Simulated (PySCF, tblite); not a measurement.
**C₅H₁₂ClSi radical: geometry, infrared bands and EPR parameters**

Aim: predict the infrared bands and EPR parameters of C₅H₁₂ClSi radical (`C[SiH2][C](C)CCCl`).

The runs use tblite 0.8.0 and PySCF 2.14.0, with density-fitted response routines of our own; the level of theory stands in each step. All values are computed, except where a source is named. Atoms are numbered from 0 throughout.

## Step 1: The molecule as given

19 atoms, charge 0, multiplicity 2; geometry from: force field or distance geometry start.

Bonds of the start (Å): C0–Si1 1.85, Si1–C2 1.86, C2–C3 1.50, C2–C4 1.47, C4–C5 1.51, C5–Cl6 1.81, C0–H7 1.13, C0–H8 1.11, C0–H9 1.14, Si1–H10 1.46, Si1–H11 1.50, C3–H12 1.09, C3–H13 1.11, C3–H14 1.13, C4–H15 1.11, C4–H16 1.13, C5–H17 1.12, C5–H18 1.11.

## Step 2: Optimising the geometry with GFN2-xTB

Job settings and geometry (Å):

```
{"job": {"kind": "relax", "xc": "GFN2-xTB", "basis": "xTB"}, "charge": 0, "multiplicity": 2}
C     -2.223600     1.645000     0.561600
Si    -1.726200    -0.075900     0.104600
C      0.055600    -0.476200     0.479500
C      0.281300    -1.884300     0.009000
C      1.053900     0.460100    -0.063600
C      2.460600     0.099600     0.345500
Cl     3.655600     1.264700    -0.343200
H     -2.143200     1.796300     1.673900
H     -1.634300     2.434500     0.055200
H     -3.337400     1.756800     0.346700
H     -2.102700    -0.480500    -1.251500
H     -2.512300    -0.960900     1.028200
H      1.277600    -2.257200     0.257900
H      0.082300    -1.927300    -1.080100
H     -0.513600    -2.505400     0.518700
H      0.874900     1.537300     0.159400
H      1.055300     0.351300    -1.188100
H      2.617500     0.121400     1.449400
H      2.768800    -0.889800    -0.040200
```

Run with:

```bash
OMP_NUM_THREADS=1 python probes_run.py task.json out
```

One launch serves the whole session: the jobs run in the order shown.

**Question.** This job is followed by: GFN2-xTB harmonic vibrations, gas phase; UKS B3LYP, pcH-1 on C Cl H Si, non-relativistic, mean-field spin-orbit, GIAO. What will the session give for the following? strongest single infrared mode (GFN2-xTB); zero-point energy (GFN2-xTB); g(iso) (B3LYP); ⟨S²⟩; largest a(iso) (averaged by class); potential on the surface of density 0.002 e/bohr³, 1st and 99th percentile.

As calculated:

```
                                                                  quantity                  value
                                 strongest single infrared mode (GFN2-xTB)  2122 cm⁻¹, 331 km/mol
                                              zero-point energy (GFN2-xTB)          94.6 kcal/mol
                                                            g(iso) (B3LYP)                2.00284
                                                                      ⟨S²⟩     0.754 (exact 0.75)
                                        largest a(iso) (averaged by class)   13C on C5, 100.6 MHz
potential on the surface of density 0.002 e/bohr³, 1st and 99th percentile     -0.72 V and 1.06 V
```

The optimisation took 224 steps and gained 0.767 eV; among the close pairs (by a distance rule), C0–H9 changed most, from 1.140 to 1.085 Å. No mode is imaginary among the 51: a minimum at this level. The strongest single mode, at 2122 cm⁻¹, moves mainly H11. Unscaled tight-binding wavenumbers are off by several per cent, some by more. Its intensities can rank the bands wrongly. C2 carries the largest spin population, 0.96 e. The isotropic g lies 0.5 ppt above the free-electron value. These values are for one conformer; the search (at its own cheap level) found 2 more, at 0.62, 0.65 kcal/mol, and measured spectra average over such forms.
